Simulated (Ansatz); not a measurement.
# HfSiSe: one candidate structure

Aim: relax HfSiSe from this start, structure reported for this formula (P4/nmm, No. 129), and see where it ends.

Method: DFT r2SCAN, scalar-relativistic, plane waves, PAW, in Ansatz 0.2.0.

**1. The starting structure**

It takes space group P4/nmm (No. 129, tetragonal). The conventional cell has a = 3.630 Å, b = 3.630 Å, c = 8.320 Å, α = 90.00°, β = 90.00°, γ = 90.00°. Hf (site symmetry 4mm) is surrounded by 5 Se at 2.77 to 2.96 Å and 4 Si at 2.82 Å. Si (site symmetry -4m2) has 4 Si at 2.57 Å and 4 Hf at 2.82 Å as nearest neighbours. Se (site symmetry 4mm) has 5 Hf at 2.77 to 2.96 Å as nearest neighbours.

Structure file:

```cif
data_structure
_symmetry_space_group_name_H-M 'P 1'
_symmetry_Int_Tables_number 1
_cell_length_a 3.6300
_cell_length_b 3.6300
_cell_length_c 8.3200
_cell_angle_alpha 90.000
_cell_angle_beta 90.000
_cell_angle_gamma 90.000
_cell_volume 109.63
loop_
_atom_site_label
_atom_site_type_symbol
_atom_site_fract_x
_atom_site_fract_y
_atom_site_fract_z
_atom_site_occupancy
Hf1 Hf 0.00000 0.50000 0.25900 1
Hf2 Hf 0.50000 0.00000 0.74100 1
Si1 Si 0.00000 0.00000 0.00000 1
Si2 Si 0.50000 0.50000 0.00000 1
Se1 Se 0.00000 0.50000 0.61500 1
Se2 Se 0.50000 0.00000 0.38500 1
```

**2. Probe: one point at the start**

input.yaml

```yaml
crystal:
  lattice:
    - [3.63, 0.0, 0.0]
    - [0.0, 3.63, 0.0]
    - [0.0, 0.0, 8.32]
  atoms:
    - { symbol: Hf, position: [0.0, 0.5, 0.259] }
    - { symbol: Hf, position: [0.5, 0.0, 0.741] }
    - { symbol: Si, position: [0.0, 0.0, 0.0] }
    - { symbol: Si, position: [0.5, 0.5, 0.0] }
    - { symbol: Se, position: [0.0, 0.5, 0.615] }
    - { symbol: Se, position: [0.5, 0.0, 0.385] }
basis:
  ecutwfc: 500
kpoints:
  mp_grid: { grid: [6, 6, 2] }
hamiltonian:
  xc: r2scan
scf:
  occupations: { method: gaussian, width: 0.1 }
  lower_state_search: "off"
output:
  forces: true
  stress: true
  eigenvalues: true
```

The run is started by

```
$ ansatz run input.yaml --threads 1 --pin off --max-ram 2560MiB --backend cpu --events-out ev --progress --plain --runs-dir out
```

The log of the run, cut to the lines that bear on the results:

```text
Warning: RAYON_NUM_THREADS=1 ignored (pool sized by the plan → 1); use --threads N
[...]
Pseudopotentials: kind: paw
Pseudopotential: Hf, paw, valence charge 26, recommended cutoff 500 eV (meta_gga), Hf.paw.azcp
Pseudopotential: Si, paw, valence charge 4, recommended cutoff 500 eV (meta_gga), Si.paw.azcp
Pseudopotential: Se, paw, valence charge 16, recommended cutoff 500 eV (meta_gga), Se.paw.azcp
Functional definition: r2SCAN
[...]
Crystal: 6 atoms, lattice volume = 109.632 Å³
Basis set: ecut = 500 eV, 2767 PW (Γ), exchange–correlation on 108×108×256 points (64 copies of the dense FFT grid, shifted against one another)
Bands: 56, of which v1, the nominal top of the filled ones, is band 46 counted from 1 (45 counted from 0)
[...]
SCF converged after 9 iterations
Free energy (F): -43707.009429 eV
[...]
E sigma→0 (E₀):  -43707.006531 eV
Entropy (-TS):   -0.005795 eV (-0.966 meV/atom)
Fermi energy:    15.663807 eV
[...]
--- Forces (eV/Å), atoms counted from 1 ---
  atom   1  Hf     0.00000000     0.00000000    -0.40660859
  atom   2  Hf     0.00000000     0.00000000     0.40660859
  atom   3  Si     0.00000000     0.00000000    -0.00000000
  atom   4  Si     0.00000000     0.00000000    -0.00000000
  atom   5  Se     0.00000000     0.00000000     0.52322816
  atom   6  Se     0.00000000     0.00000000    -0.52322816
[...]
--- Stress (GPa, compression-positive) ---
       -1.682061       0.000000       0.000000
        0.000000      -1.682061       0.000000
        0.000000       0.000000      -3.146722
  P = ⅓ Tr σ = -2.1703 GPa (-21.703 kbar)
--- Band table (eV; the first three rows and the last of 20) ---
[...]
```

Wall time 27 s (1 thread of Intel Xeon at 2.70GHz, shared host); peak memory 0.67 GiB.

Read-out: pressure -2.2 GPa, largest force 0.52 eV/Å, gap on this mesh none (metal). Stress or forces are large, so a loose relaxation on a coarse mesh comes first.

**3. Rough relaxation on the coarse mesh**

input.yaml, as its differences from that of step 2:

```diff
@@ -25 +25,6 @@
   eigenvalues: true
+relax:
+  adjacent_minimum: "off"
+  f_tol: 0.04
+  max_steps: 70
+  cell: { stress_tol: 0.4 }
```

The run is started by

```
$ ansatz run input.yaml --threads 1 --pin off --max-ram 2560MiB --backend cpu --events-out ev --progress --plain --runs-dir out
```

The log of the run:

```text
Warning: RAYON_NUM_THREADS=1 ignored (pool sized by the plan → 1); use --threads N
Engine: ansatz 0.2.0, x86_64-unknown-linux-gnu
[... 5 set-up lines as earlier in the session ...]
  parameter k0 = 0.174
  parameter k1 = 0.065
  parameter a1 = 4.9479
  exchange = r2scan_x(k0 = k0, k1 = k1, a1 = a1)
  correlation = r2scan_c
Crystal: 6 atoms, lattice volume = 109.632 Å³
Basis set: ecut = 500 eV, 2767 PW (Γ), exchange–correlation on 108×108×256 points (64 copies of the dense FFT grid, shifted against one another)
Bands: 56, of which v1, the nominal top of the filled ones, is band 46 counted from 1 (45 counted from 0)
Symmetry: 16 space group operations
Space group: P4/nmm (ITA 129), of the structure as read, at distance tolerance 4.8e-5 Å
k-points: 20 of 72
Non-local potential: Hf, projectors of the file, l = 0: 3, l = 1: 2, l = 2: 2, l = 3: 3
Non-local potential: Si, projectors of the file, l = 0: 2, l = 1: 2, l = 2: 2
Non-local potential: Se, projectors of the file, l = 0: 2, l = 1: 2, l = 2: 3, l = 3: 1
PAW form: soft (Blöchl's): semilocal exchange-correlation on the pseudo side does not see the compensation charge
PAW frozen core: Hf, regenerated for the run's functional (the file was generated under x = pbe(κ = 0.804, μ = 0.2195149727645171), c = pbe(β = 0.06672455060314922))
PAW frozen core: Si, regenerated for the run's functional (the file was generated under x = pbe(κ = 0.804, μ = 0.2195149727645171), c = pbe(β = 0.06672455060314922))
PAW frozen core: Se, regenerated for the run's functional (the file was generated under x = pbe(κ = 0.804, μ = 0.2195149727645171), c = pbe(β = 0.06672455060314922))
PAW one-centre angular grid: Hf, 974 points (default); XC on 160 Gauss nodes
PAW one-centre angular grid: Si, 302 points (default); XC on 160 Gauss nodes
PAW one-centre angular grid: Se, 590 points (default); XC on 160 Gauss nodes
Initial density: superposition of atomic densities (neutral atoms: chi_scale 0, normalization atom), corrected by the library's trained network
Initial wavefunctions: pseudopotential atomic-orbital guess
Functional: x = r2scan, c = r2scan; τ floored in thin density (d = 2e-4 eV/Å³)
SCF iter   1: F=-43706.909239 eV  HF=-43706.915177 eV  |F-HF|=5.94e-3  |Δ(HF+E_count)|=         —  Δρ=6.93e-3  dr2=8.02e-2  dr2_τ=8.28e-2  ethr=1.77e-3  ⟨swp⟩=5.3  Hψ=3831  notcnv=0
preconditioner: auto → Resta (q_TF=auto, 2.650 Å⁻¹)  ε∞=5.3  [insulator: Δε(μ)=0.233 eV  Ē_g=12.757 eV  σ=0.100 eV  W_gap=0.53  n_scr=38 (ndim 8)  ℏωp=26.5 eV  f_vac=0.000  D(μ)=1.29/eV (n_scr^D=2)  ε∞_Penn≈5.3]
SCF iter   2: F=-43706.999987 eV  HF=-43707.008824 eV  |F-HF|=8.84e-3  |Δ(HF+E_count)|=   9.36e-2  Δρ=3.91e-3  dr2=1.69e-2  dr2_τ=2.29e-3  ethr=8.72e-5  ⟨swp⟩=2.0  Hψ=2435  notcnv=0  defer=65
preconditioner: auto → Kerker (q_TF=auto, 2.650 Å⁻¹)  [metal: Δε(μ)=0.053 eV  Ē_g=12.500 eV  σ=0.100 eV  W_gap=0.27  n_scr=38 (ndim 8)  ℏωp=26.5 eV  f_vac=0.000  D(μ)=1.15/eV (n_scr^D=2)]
SCF iter   3: F=-43707.007666 eV  HF=-43707.007948 eV  |F-HF|=2.83e-4  |Δ(HF+E_count)|=   8.76e-4  Δρ=2.76e-3  dr2=7.54e-3  dr2_τ=2.66e-4  ethr=1.84e-5  ⟨swp⟩=2.0  Hψ=1625  notcnv=0  defer=65
SCF iter   4: F=-43707.009078 eV  HF=-43707.009451 eV  |F-HF|=3.73e-4  |Δ(HF+E_count)|=   1.50e-3  Δρ=6.73e-4  dr2=5.03e-4  dr2_τ=4.04e-5  ethr=8.19e-6  ⟨swp⟩=2.0  Hψ=1692  notcnv=0  defer=65
SCF iter   5: F=-43707.009372 eV  HF=-43707.009434 eV  |F-HF|=6.24e-5  |Δ(HF+E_count)|=   1.65e-5  Δρ=2.24e-4  dr2=9.46e-5  dr2_τ=1.83e-6  ethr=5.47e-7  ⟨swp⟩=2.0  Hψ=2017  notcnv=0  defer=65
SCF iter   6: F=-43707.009423 eV  HF=-43707.009427 eV  |F-HF|=3.65e-6  |Δ(HF+E_count)|=   7.58e-6  Δρ=1.07e-4  dr2=1.86e-5  dr2_τ=1.01e-6  ethr=1.03e-7  ⟨swp⟩=2.0  Hψ=1975  notcnv=0  defer=65
SCF iter   7: F=-43707.009428 eV  HF=-43707.009428 eV  |F-HF|=5.45e-7  |Δ(HF+E_count)|=   1.74e-6  Δρ=3.19e-5  dr2=2.08e-6  dr2_τ=7.56e-8  ethr=2.02e-8  ⟨swp⟩=2.0  Hψ=1616  notcnv=0  defer=65
SCF iter   8: F=-43707.009429 eV  HF=-43707.009429 eV  |F-HF|=7.52e-8  |Δ(HF+E_count)|=   3.55e-7  Δρ=1.14e-5  dr2=1.95e-7  dr2_τ=1.09e-8  ethr=2.26e-9  ⟨swp⟩=2.0  Hψ=1977  notcnv=0  defer=65
SCF iter   9: F=-43707.009429 eV  HF=-43707.009429 eV  |F-HF|=3.64e-10  |Δ(HF+E_count)|=  3.78e-10  Δρ=2.20e-6  dr2=4.95e-9  dr2_τ=7.67e-10  ethr=1.09e-10  ⟨swp⟩=8.7  Hψ=4607  notcnv=0
SCF 1 converged in 9 iterations: F = -43707.009429 eV  dr2 = 4.95e-9
relax step   1: F+E_penalty+E_count = -43707.00942880 eV  Δ(F+E_penalty+E_count) = +0.000e0 eV  max|allowed force component| = 5.232e-1 eV/Å  Δτ_max = 0.0000 Å  P = -2.170 GPa  Ω = 109.632 Å³  (9 SCF iters, dr2 threshold 1.00e-7 eV, accepted)
[... from here on, the SCF cycles and remarks between the steps are left out ...]
relax step   2: F+E_penalty+E_count = -43706.82791127 eV  Δ(F+E_penalty+E_count) = +1.815e-1 eV  max|allowed force component| = 9.503e-1 eV/Å  Δτ_max = 0.1950 Å  P = +4.311 GPa  Ω = 106.932 Å³  energy of the carried Pulay correction = +1.854e-4 eV  (10 SCF iters, dr2 threshold 6.00e-7 eV, rejected (line search))
relax step   3: F+E_penalty+E_count = -43707.06557182 eV  Δ(F+E_penalty+E_count) = -5.614e-2 eV  max|allowed force component| = 5.395e-2 eV/Å  Δτ_max = 0.0718 Å  P = -0.137 GPa  Ω = 108.697 Å³  energy of the carried Pulay correction = +6.367e-5 eV  (9 SCF iters, accepted)
relax step   4: F+E_penalty+E_count = -43707.06725453 eV  Δ(F+E_penalty+E_count) = -1.683e-3 eV  max|allowed force component| = 3.094e-2 eV/Å  Δτ_max = 0.0050 Å  P = +0.124 GPa  Ω = 108.521 Å³  energy of the carried Pulay correction = +7.570e-5 eV  (6 SCF iters, dr2 threshold 1.82e-7 eV, accepted)
relax step   5: F+E_penalty+E_count = -43707.06926622 eV  Δ(F+E_penalty+E_count) = -2.012e-3 eV  max|allowed force component| = 5.364e-2 eV/Å  Δτ_max = 0.0112 Å  P = -0.152 GPa  Ω = 108.958 Å³  energy of the carried Pulay correction = +4.587e-5 eV  (6 SCF iters, dr2 threshold 4.03e-7 eV, accepted)
relax step   6: F+E_penalty+E_count = -43707.07430602 eV  Δ(F+E_penalty+E_count) = -5.040e-3 eV  max|allowed force component| = 3.346e-2 eV/Å  Δτ_max = 0.0389 Å  P = +0.025 GPa  Ω = 109.655 Å³  energy of the carried Pulay correction = -1.540e-6 eV  (9 SCF iters, dr2 threshold 1.80e-7 eV, accepted)
relax step   7: F+E_penalty+E_count = -43707.07598086 eV  Δ(F+E_penalty+E_count) = -1.675e-3 eV  max|allowed force component| = 5.083e-2 eV/Å  Δτ_max = 0.0559 Å  P = +0.703 GPa  Ω = 110.855 Å³  energy of the carried Pulay correction = -8.250e-5 eV  (9 SCF iters, accepted)
relax step   8: F+E_penalty+E_count = -43707.08132590 eV  Δ(F+E_penalty+E_count) = -5.345e-3 eV  max|allowed force component| = 5.977e-3 eV/Å  Δτ_max = 0.0389 Å  P = +0.765 GPa  Ω = 112.142 Å³  energy of the carried Pulay correction = -1.683e-4 eV  (9 SCF iters, dr2 threshold 6.00e-7 eV, accepted)
relax step   9: F+E_penalty+E_count = -43707.10134217 eV  Δ(F+E_penalty+E_count) = -2.002e-2 eV  max|allowed force component| = 1.010e-1 eV/Å  Δτ_max = 0.0888 Å  P = +1.856 GPa  Ω = 114.930 Å³  energy of the carried Pulay correction = -3.508e-4 eV  (7 SCF iters, dr2 threshold 6.00e-7 eV, accepted)
relax step  10: F+E_penalty+E_count = -43707.11192845 eV  Δ(F+E_penalty+E_count) = -1.059e-2 eV  max|allowed force component| = 2.266e-1 eV/Å  Δτ_max = 0.0847 Å  P = +1.543 GPa  Ω = 118.932 Å³  energy of the carried Pulay correction = -6.051e-4 eV  (9 SCF iters, dr2 threshold 6.00e-7 eV, accepted)
relax step  11: F+E_penalty+E_count = -43707.05978008 eV  Δ(F+E_penalty+E_count) = +5.215e-2 eV  max|allowed force component| = 4.691e-1 eV/Å  Δτ_max = 0.0374 Å  P = -3.979 GPa  Ω = 125.340 Å³  energy of the carried Pulay correction = -9.943e-4 eV  (8 SCF iters, dr2 threshold 6.00e-7 eV, rejected (line search))
relax step  12: F+E_penalty+E_count = -43707.12312895 eV  Δ(F+E_penalty+E_count) = -1.120e-2 eV  max|allowed force component| = 1.531e-1 eV/Å  Δτ_max = 0.0418 Å  P = +0.522 GPa  Ω = 120.767 Å³  energy of the carried Pulay correction = -7.188e-4 eV  (10 SCF iters, accepted)
relax step  13: F+E_penalty+E_count = -43707.12670652 eV  Δ(F+E_penalty+E_count) = -3.578e-3 eV  max|allowed force component| = 3.716e-2 eV/Å  Δτ_max = 0.0220 Å  P = +0.011 GPa  Ω = 120.716 Å³  energy of the carried Pulay correction = -7.156e-4 eV  (7 SCF iters, dr2 threshold 6.00e-7 eV, accepted)
relax step  14: F+E_penalty+E_count = -43707.12866005 eV  Δ(F+E_penalty+E_count) = -1.954e-3 eV  max|allowed force component| = 3.704e-2 eV/Å  Δτ_max = 0.0000 Å  P = +0.031 GPa  Ω = 120.716 Å³  stress off target by 1.94e-1 GPa  SCF on the basis re-selected at this cell (its energy is not comparable with the rows above)  (6 SCF iters)
basis re-selected at this cell: Δ(F+E_penalty+E_count) = -1.954e-3 eV, ΔP = +0.019 GPa vs the last step (what re-selecting the basis moved, of the pressure what is left beyond the Pulay correction that the steps carried, after the strain that the cell walked since its last selection, with what the two solves' SCF thresholds leave and, on support functions, any second-order correction that the steps lacked; it is no measure of the basis error at this ecutwfc). The dense FFT grid was sized anew with the basis: this SCF ran on 27×27×72 points, the steps before it on 27×27×64, so part of this shift can come from that change (see relax.cell in the input reference). This SCF's stress stands 1.94e-1 GPa from its target on what of the cell is left free (relax.cell.stress_tol is 4.00e-1 GPa) and its largest allowed force component is 3.70e-2 eV/Å (relax.f_tol is 4.00e-2 eV/Å): within both
SCF converged after 6 iterations
Free energy (F): -43707.128660 eV
Harris-Foulkes:  -43707.128660 eV  (|F-HF|=1.48e-9)
Internal energy: -43707.128294 eV  (E = F + TS)
E sigma→0 (E₀):  -43707.128477 eV
Entropy (-TS):   -0.000366 eV (-0.061 meV/atom)
Fermi energy:    13.313797 eV
--- Per-component energies (eV) ---
  E_band       = -902.968396
  E_kinetic    = 1170.177661
  E_local      = -18185.329781  (includes V_loc(G=0)·N_el)
  E_nonlocal   = -3639.768587
  E_hartree    = 8676.168865
  E_xc         = -869.786231
  E_vxc        = -902.213684  (∫ρ·V_xc dr)
  E_paw        = -18790.004789  (= ΣΔE_a)
  E_vpaw       = 3258.806659  (= ΣTr[D̂ρ^β])
  E_aug_tail   = -0.000413  (compensation charges beyond the density's cutoff)
  E_vtau       = 43.022354  (kinetic-family band-sum trace: ∫τ·v_τ [+ j·A + Jᵃ·Aᵃ] dr)
  E_ewald      = -12065.545656
  E_core_change = -3.039363  (= ΣΔE_core)
  E_smearing   = -0.000366  (= −TS)
  E_closure    = 0.000000  (closes the sum)
  Σ components = -43707.128660   (vs F -43707.128660, Δ=0.00e0)
--- Forces (eV/Å), atoms counted from 1 ---
  atom   1  Hf     0.00000000     0.00000000     0.03704242
  atom   2  Hf     0.00000000     0.00000000    -0.03704242
  atom   3  Si     0.00000000     0.00000000     0.00000000
  atom   4  Si     0.00000000     0.00000000     0.00000000
  atom   5  Se     0.00000000     0.00000000     0.00649957
  atom   6  Se     0.00000000     0.00000000    -0.00649957
  max |Σ_I F_I| component: 8.67e-19 eV/Å
--- Stress (GPa, compression-positive) ---
       -0.051338       0.000000       0.000000
        0.000000      -0.051338       0.000000
        0.000000       0.000000       0.194347
  P = ⅓ Tr σ = 0.0306 GPa (0.306 kbar)
--- Band table (eV; the first three rows and the last of 20) ---
  k-point 0: bands = ["-50.8998", "-50.8997", "-35.3193", "-35.3193", "-35.3122", "-35.3122", "-35.2962", "-35.2962", "-35.2961", "-35.2961", "-35.2890", "-35.2890", "-19.0017", "-18.9898", "-18.8342", "-18.8342", "-18.8334", "-18.8334", "-1.4991", "-1.1413", "0.6494", "0.6547", "0.6552", "0.6552", "0.6566", "0.6566", "0.6567", "0.6632", "0.6677", "0.6682", "0.6705", "0.6705", "0.6714", "0.6714", "0.9355", "7.5339", "8.2715", "10.4322", "10.4322", "10.4671", "11.0600", "11.2812", "11.2812", "11.3649", "11.3649", "11.3844", "14.6237", "15.4092", "15.6088", "15.6088", "15.7628", "16.0519", "16.1986", "16.8717", "17.7567", "18.7059"]
[... 3 lines left out ...]
--- Relaxed structure (13 steps of the walk, 11 accepted, 1 SCFs on fresh bases) ---
  F+E_penalty+E_count = -43707.12866005 eV   max|allowed force component| = 3.704e-2 eV/Å   (the final SCF, on the basis selected at the relaxed cell)
  cell:  # Å, volume = 120.7158 Å³
    - [3.518720363973677, -5.123946932815786e-34, 0.0]
    - [-7.417740548619734e-35, 3.518720363973677, 0.0]
    - [0.0, 0.0, 9.749773604356562]
  atoms:
    - { symbol: Hf, position: [5.284867164027476e-36, 0.5, 0.21761347975329629] }
    - { symbol: Hf, position: [0.5, 2.763329236092856e-37, 0.7823865202467037] }
    - { symbol: Si, position: [-3.8341193150787564e-36, 1.7270807725579982e-37, 6.950013926189127e-19] }
    - { symbol: Si, position: [0.5, 0.5, 6.950013926189133e-19] }
    - { symbol: Se, position: [-3.1087453906043964e-37, 0.5, 0.6621222505489716] }
    - { symbol: Se, position: [0.5, 6.908323090232675e-38, 0.33787774945102844] }
```

Wall time 6.5 min (1 thread of Intel Xeon at 2.70GHz, shared host); peak memory 0.73 GiB.

Step by step:

| step | E - E(step 1) (eV/cell) | largest force component (eV/Å) | pressure (GPa) | volume (Å³) |
| --- | --- | --- | --- | --- |
| 1 | 0.0000 | 0.5232 | -2.17 | 109.63 |
| 2 | 0.1815 | 0.9503 | 4.31 | 106.93 |
| 3 | -0.0561 | 0.0540 | -0.14 | 108.70 |
| 4 | -0.0578 | 0.0309 | 0.12 | 108.52 |
| 5 | -0.0598 | 0.0536 | -0.15 | 108.96 |
| 6 | -0.0649 | 0.0335 | 0.03 | 109.65 |
| 7 | -0.0666 | 0.0508 | 0.70 | 110.86 |
| 8 | -0.0719 | 0.0060 | 0.77 | 112.14 |
| 9 | -0.0919 | 0.1010 | 1.86 | 114.93 |
| 10 | -0.1025 | 0.2266 | 1.54 | 118.93 |
| 11 | -0.0504 | 0.4691 | -3.98 | 125.34 |
| 12 | -0.1137 | 0.1531 | 0.52 | 120.77 |
| 13 | -0.1173 | 0.0372 | 0.01 | 120.72 |
| 14 | -0.1192 | 0.0370 | 0.03 | 120.72 |

Step 1 is the start. Step 14 repeats the geometry before it on a plane-wave basis chosen anew for that cell, so its energy need not be comparable with the rows above. Steps 2, 11 were tried and not accepted.

|  | before | after | change |
| --- | --- | --- | --- |
| a (Å) | 3.630 | 3.519 | -3.1 % |
| b (Å) | 3.630 | 3.519 | -3.1 % |
| c (Å) | 8.320 | 9.750 | +17.2 % |
| volume (Å³/atom) | 18.27 | 20.12 | +10.1 % |
| shortest distance (Å) | 2.567 | 2.488 | -3.1 % |
| space group (0.01 Å) | P4/nmm | P4/nmm | same |

Forces and stress were held to the start's 16 operations: a distortion of lower symmetry was not tested.

[end of part 1 of 2]
